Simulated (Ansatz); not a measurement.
# CH4BFO: the cost of one run

Program: Ansatz 0.2.0. Level of theory: RKS LDA/cc-pVDZ. These are calculated values, not measurements.

## 1. The system as given

Bond lengths: B1–F2 1.320 Å, B1–O3 1.410 Å, O3–H4 1.010 Å, B1–C5 1.600 Å, C5–H6 1.110 Å, C5–H7 1.110 Å, C5–H8 1.110 Å. Angles: F2–B1–O3 120.0°, F2–B1–C5 120.0°, O3–B1–C5 120.0°, B1–O3–H4 109.5°, B1–C5–H6 109.5°, B1–C5–H7 109.5°, B1–C5–H8 109.5°, H6–C5–H7 109.4°, H6–C5–H8 109.4°, H7–C5–H8 109.4°.

As a file:

```xyz
8

B     0.0000    0.0000    0.0000
F     0.0000    0.0000    1.3200
O     1.2211    0.0000   -0.7050
H     1.5209   -0.9519   -0.8599
C    -1.3856    0.0000   -0.8000
H    -1.9458   -0.9305   -0.5708
H    -1.9898    0.8797   -0.4946
H    -1.1839    0.0508   -1.8903
```

## 2. Relaxing the start

input.yaml

```yaml
crystal:
  periodic: [false, false, false]
  atoms:
    - { symbol: B, position_ang: [0.0, 0.0, 0.0] }
    - { symbol: F, position_ang: [0.0, 0.0, 1.32] }
    - { symbol: O, position_ang: [1.2211, 0.0, -0.705] }
    - { symbol: H, position_ang: [1.5209, -0.9519, -0.8599] }
    - { symbol: C, position_ang: [-1.3856, 0.0, -0.8] }
    - { symbol: H, position_ang: [-1.9458, -0.9305, -0.5708] }
    - { symbol: H, position_ang: [-1.9898, 0.8797, -0.4946] }
    - { symbol: H, position_ang: [-1.1839, 0.0508, -1.8903] }
basis:
  gaussian: { orbitals: cc-pVDZ }
hamiltonian:
  xc: lda
relax:
  f_tol: 0.02
  max_steps: 40
output:
  orbitals: {}
```

Command:

```console
$ ansatz run input.yaml --threads 1 --pin off --max-ram 2048MiB --backend cpu --events-out ev --progress --plain --runs-dir out
```

Q: Estimate wall time and peak memory on 1 thread of Arm Neoverse V1, shared host.

About 26 s, with a peak of 0.14 GiB.
